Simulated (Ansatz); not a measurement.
# FGeH₅OSi: up Jacob's ladder to CCSD(T)

Aim: compute FGeH₅OSi with functionals from several rungs and with coupled cluster. The yardstick is the atomisation energy at the CCSD(T) limit.

Program: Ansatz 0.2.0, Gaussian basis. Level of theory: functionals in def2-TZVPP, the program's frozen cores in correlated methods. These are calculated values, not measurements.

The runs, in order: LDA (SPW92), PBE-D4, revPBE-D4, BLYP-D4, r2SCAN-D4, B97M-V, PBE0-D4, B3LYP-D4, r2SCANh-D4, r2SCAN0-D4, HSE06-D4, BHLYP-D4, CAM-B3LYP-D4, LC-ωPBE, ωB97X-V, ωB97M-V, B2PLYP, PBE-QIDH; CCSD(T)/def2-SVP; CCSD(T)/def2-TZVPP; MP2/def2-QZVPP; extrapolation to the limit; RPA on PBE.

### Step 1. The relaxed structure

The geometry comes from an earlier relaxation with PBE0-D4 in a triple-zeta def2 set; it is a stationary point, not always the lowest conformer.

9 atoms, charge 0, spin multiplicity 1.

Atoms are counted from 1 here; the program's logs count them from 0.

Bond lengths: F1–Ge2 1.735 Å, Ge2–O3 1.752 Å, Ge2–H5 1.527 Å, Ge2–H6 1.532 Å, O3–Si4 1.642 Å, Si4–H7 1.484 Å, Si4–H8 1.489 Å, Si4–H9 1.484 Å. Angles: F1–Ge2–O3 106.4°, F1–Ge2–H5 107.6°, F1–Ge2–H6 106.3°, O3–Ge2–H5 107.7°, O3–Ge2–H6 110.5°, H5–Ge2–H6 117.7°, Ge2–O3–Si4 135.5°, O3–Si4–H7 110.6°, O3–Si4–H8 110.4°, O3–Si4–H9 107.8°, H7–Si4–H8 109.0°, H7–Si4–H9 109.6°, H8–Si4–H9 109.5°.

### Step 2. LDA

This LDA is Slater exchange with PW92 correlation.

in.yaml reads:

```yaml
crystal:
  periodic: [false, false, false]
  atoms:
    - {symbol: F, position_ang: [-0.320911, 2.199133, -0.801381]}
    - {symbol: Ge, position_ang: [-0.724872, 0.581818, -1.283446]}
    - {symbol: O, position_ang: [0.362889, -0.480198, -0.412549]}
    - {symbol: Si, position_ang: [0.750163, -0.722654, 1.165069]}
    - {symbol: H, position_ang: [-0.409385, 0.450237, -2.771802]}
    - {symbol: H, position_ang: [-2.172191, 0.349376, -0.838512]}
    - {symbol: H, position_ang: [1.861370, 0.172714, 1.573593]}
    - {symbol: H, position_ang: [-0.429460, -0.459387, 2.034885]}
    - {symbol: H, position_ang: [1.170797, -2.137238, 1.317144]}
basis:
  gaussian: {orbitals: def2-TZVPP}
hamiltonian: {xc: lda}
output: {orbitals: {seedname: orbitals}}
```

After this run come: PBE-D4 (GGA); revPBE-D4 (GGA); BLYP-D4 (GGA); r2SCAN-D4 (meta-GGA); B97M-V (meta-GGA); PBE0-D4 (hybrid); B3LYP-D4 (hybrid); r2SCANh-D4 (hybrid); r2SCAN0-D4 (hybrid); HSE06-D4 (hybrid); BHLYP-D4 (hybrid); CAM-B3LYP-D4 (range-separated); LC-ωPBE-D4 (range-separated); ωB97X-V (range-separated); ωB97M-V (range-separated); B2PLYP (double hybrid); PBE-QIDH (double hybrid); CCSD(T) in def2-SVP; CCSD(T) in def2-TZVPP; MP2 in def2-QZVPP; RPA on PBE orbitals.

Q: Predict the results of all the runs planned. Wanted: atomisation energy, CCSD(T)/CBS; farthest beyond LDA; mean size of error, GGA; mean size of error, meta-GGA; mean size of error, hybrid; mean size of error, range-separated; mean size of error, double hybrid; gap, smallest and largest; T1 diagnostic.

As calculated:

| quantity | value |
| --- | --- |
| atomisation energy, CCSD(T)/CBS | 701.9 kcal/mol |
| functionals within 7.0 kcal/mol (1.0 %) | r2SCAN-D4, B97M-V, CAM-B3LYP-D4, ωB97X-V, ωB97M-V |
| farthest beyond LDA | revPBE-D4 (-26.8 kcal/mol) |
| mean size of error, GGA | 16.8 kcal/mol |
| mean size of error, meta-GGA | 3.3 kcal/mol |
| mean size of error, hybrid | 17.7 kcal/mol |
| mean size of error, range-separated | 5.8 kcal/mol |
| mean size of error, double hybrid | 14.5 kcal/mol |
| gap, smallest and largest | 6.16 eV (LDA (SPW92)), 13.72 eV (LC-ωPBE) |
| T1 diagnostic | 0.0121 |
| triples share of the correlation energy | 3.1 % |

What this shows: LDA overbinds by 83.1 kcal/mol (12 %). PBE-D4 is off by -10.5 kcal/mol. Double hybrids carry the basis error of their MP2 part in triple zeta, and no dispersion term here, so their miss is partly the set-up's. The rungs meta-GGA, range-separated miss on average by less than the doubt on the reference (7.0 kcal/mol), so they tie. The reference freezes the cores and leaves out relativity and excitations past (T), and its outer-core shells are covered unevenly, so misses under about 7.0 kcal/mol can't be ranked. Hartree-Fock recovers 73 % of the binding; the rest is correlation. CCSD(T) in def2-SVP is off by -53.6 kcal/mol, which most functionals beat. The gap grows from 6.2 to 13.7 eV across the functionals, mostly with the share of exact exchange. Correlated methods include outer-core shells of Ge, which these sets cover unevenly.
